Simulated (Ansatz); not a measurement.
The system is AgRh.

```
Ag Rh
1.0
     2.77759    0.00000    0.00000
    -1.38879    2.40546    0.00000
     0.00000    0.00000    4.80860
Ag Rh
1 1
Direct
  0.00000 0.00000 0.50000
  0.66667 0.33333 0.00000
```

The cell comes from a database or a generator and needn't be the stable form of this composition.

```yaml
Program: Ansatz 0.2.0
Task: relaxation of cell and atoms
Functional: BLYP
Potentials_or_basis: Ansatz PAW
Cutoff: "420 eV (not typed: the program's choice for these potentials)"
k_mesh: 11 × 11 × 6
Occupations: fermi-dirac, width 0.05 eV
Spin: no spin polarisation
```

At the start: volume 16.06 Å³/atom.

Q: How do energy, volume and symmetry change on relaxing?

A: It ends after 6 steps and the volume is 16.86 Å³/atom (+4.9 %); space group P-6m2 (No. 187, to 0.05 Å).

The path:
```tsv
step	energy change (eV)	largest force (eV/Å)	volume (Å³)
1	0.0000	0.0000	32.13
2	-0.0060	0.0000	35.26
3	-0.0314	0.0000	33.88
4	-0.0318	0.0000	33.69
5	-0.0318	0.0000	33.71
6	-0.0324	0.0000	33.71
```

Final structure:
```xyz
2
Lattice="2.8200 0.0000 0.0000 -1.4100 2.4422 0.0000 0.0000 0.0000 4.8950" Properties=species:S:1:pos:R:3 pbc="T T T"
Ag    0.0000    0.0000    2.4475
Rh    1.4100    0.8141    0.0000
```

Caveat: the plane-wave basis is chosen anew once the cell has moved, so the energies of steps on either side of that aren't comparable; the PAW data sets come from PBE, with cores solved anew for the run's functional, which leaves a small shift of forces and pressure.
